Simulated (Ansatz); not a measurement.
**In3SbTe2: further runs on a relaxed guess**

Aim: for this structure of In3SbTe2, compute bands, density of states and charges.

Computed with Ansatz 0.2.0 (DFT PBE, scalar-relativistic, plane waves, PAW, unless a step's input says otherwise).

## (1) The structure to begin with

It takes space group P6mm (No. 183, hexagonal). The conventional cell has a = 6.068 Å, b = 6.068 Å, c = 6.062 Å, α = 90.00°, β = 90.00°, γ = 120.00°. In (site symmetry 2mm) is surrounded by 4 In at 3.03 Å and 4 Te at 3.34 to 3.66 Å. Around Sb (site symmetry 6mm) lie 6 Te at 3.53 Å and 6 In at 3.86 Å. Te (site symmetry 3m) is surrounded by 6 In at 3.34 to 3.66 Å and 3 Sb at 3.53 Å.

Structure file:

```cif
data_structure
_symmetry_space_group_name_H-M 'P 1'
_symmetry_Int_Tables_number 1
_cell_length_a 6.0681
_cell_length_b 6.0681
_cell_length_c 6.0625
_cell_angle_alpha 90.000
_cell_angle_beta 90.000
_cell_angle_gamma 120.000
_cell_volume 193.32
loop_
_atom_site_label
_atom_site_type_symbol
_atom_site_fract_x
_atom_site_fract_y
_atom_site_fract_z
_atom_site_occupancy
In1 In 0.50000 0.00000 0.83863 1
In2 In 0.00000 0.50000 0.83863 1
In3 In 0.50000 0.50000 0.83863 1
Sb1 Sb 0.00000 0.00000 0.23356 1
Te1 Te 0.33333 0.66667 0.30807 1
Te2 Te 0.66667 0.33333 0.30807 1
```

The cell was relaxed beforehand at this level, from a generated guess; it is a trial structure. At a tolerance of 0.05 Å it has space group P6mm (No. 183); it has 32.22 Å³/atom, an uncorrected energy of +0.20 eV/atom over the elements.

## (2) Bands, states and charges

File input.yaml:

```yaml
crystal:
  lattice:
    - [6.0680819224, 0.0, 0.0]
    - [-3.0340409612, 5.255113097, 0.0]
    - [0.0, 0.0, 6.0624541419]
  atoms:
    - { symbol: In, position: [0.5, 0.0, 0.8386342058] }
    - { symbol: In, position: [0.0, 0.5, 0.8386342058] }
    - { symbol: In, position: [0.5, 0.5, 0.8386342058] }
    - { symbol: Sb, position: [0.0, 0.0, 0.2335630415] }
    - { symbol: Te, position: [0.3333333333, 0.6666666667, 0.3080698805] }
    - { symbol: Te, position: [0.6666666667, 0.3333333333, 0.3080698805] }
basis:
  ecutwfc: 420
kpoints:
  mp_grid: { grid: [6, 6, 6] }
  band_path:
    path:
      - [[0.0, 0.0, 0.0], [0.5, 0.0, 0.0], [0.33333333, 0.33333333, 0.0], [0.0, 0.0, 0.0], [0.0, 0.0, 0.5], [0.5, 0.0, 0.5], [0.33333333, 0.33333333, 0.5], [0.0, 0.0, 0.5]]
      - [[0.5, 0.0, 0.5], [0.5, 0.0, 0.0]]
      - [[0.33333333, 0.33333333, 0.5], [0.33333333, 0.33333333, 0.0]]
    npoints: 14
hamiltonian:
  xc: pbe
scf:
  occupations: { method: gaussian, width: 0.1 }
  n_extra_bands: 15
output:
  forces: true
  stress: true
  eigenvalues: true
  populations: true
  dos: { projected: true, de: 0.02, nscf_kmesh: { grid: [8, 8, 8] } }
  bader: true
```

On the command line:

```
$ ansatz run input.yaml --threads 1 --pin off --max-ram 2560MiB --backend cpu --events-out ev --progress --plain --runs-dir out
```

**Question.** What will these runs give? Wanted: gap; states at the Fermi level; Bader charges.

The runs gave:

| quantity | value |
| --- | --- |
| gap | none (metal) |
| states at the Fermi level | 2.09 per eV per cell |
| Bader charges | In +0.26, Sb +0.10, Te -0.45 e |

It comes out metallic. Of the projected weight within 0.25 eV of the Fermi level, the largest part is Te 5p (45 %) and Sb 5p (24 %). Bader charges reach 0.4 e, so charge transfer in this metal is moderate. Spin-orbit coupling is left out, which matters for the bands of Sb, Te.
